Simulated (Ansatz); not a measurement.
The system is ScZnGaS4.

```xyz
7
Lattice="3.8236 0.0000 0.0000 -1.9118 3.3113 0.0000 0.0000 0.0000 12.5088" Properties=species:S:1:pos:R:3 pbc="T T T"
Ga    1.9118    1.1038    2.7008
Zn    0.0000    2.2076    6.1682
Sc    0.0000    0.0000    9.8531
S     0.0000    0.0000    7.4933
S     1.9118    1.1038    4.9197
S     0.0000    0.0000    1.7289
S     1.9118    1.1038   10.9167
```

The cell comes from a database or a generator and needn't be the stable form of this composition.

```yaml
Program: Ansatz 0.2.0
Task: single point
Functional: PBE
Potentials_or_basis: Ansatz PAW
Cutoff: "420 eV (not typed: the program's choice for these potentials)"
k_mesh: 8 × 8 × 3
Occupations: fermi-dirac, width 0.05 eV
Spin: no spin polarisation
```

On this cell: pressure 0.0 GPa; largest force 0.115 eV/Å; band gap on the k mesh 1.01 eV, indirect (least direct gap 1.14 eV).

The same run follows on a disturbed copy (atoms moved at random, drawn with an rms of 0.05 Å):

```
Ga Zn Sc S
1.0
     3.82359    0.00000    0.00000
    -1.91180    3.31133    0.00000
     0.00000    0.00000   12.50878
Ga Zn Sc S
1 1 1 4
Direct
  0.66246 0.32702 0.21537
  0.34216 0.67590 0.49085
  0.99685 0.98779 0.78803
  0.99312 0.00663 0.59845
  0.66985 0.33275 0.39417
  0.99846 0.98321 0.13705
  0.67319 0.34370 0.87142
```

Question: What changes?

Answer: The energy moves by +5.3 meV/atom; pressure 0.1 GPa; largest force 0.801 eV/Å; band gap on the k mesh 0.93 eV, indirect (least direct gap 1.01 eV).

Forces in eV/Å, atoms in the order of the input:
```
Ga   0.117 -0.150  0.100
Zn  -0.040 -0.050  0.098
Sc  -0.051  0.680 -0.419
S    0.052 -0.018  0.122
S   -0.001  0.030 -0.200
S   -0.124  0.174  0.116
S    0.047 -0.667  0.183
```

Stress tensor (GPa, compression positive):
```
-0.42  0.04  0.25
 0.04  0.96 -0.91
 0.25 -0.91 -0.34
```

Caveats: odd divisions of the mesh miss points on the zone boundary, where band edges often lie, so the gap on the mesh can be too wide.

A k mesh can miss the band edges.
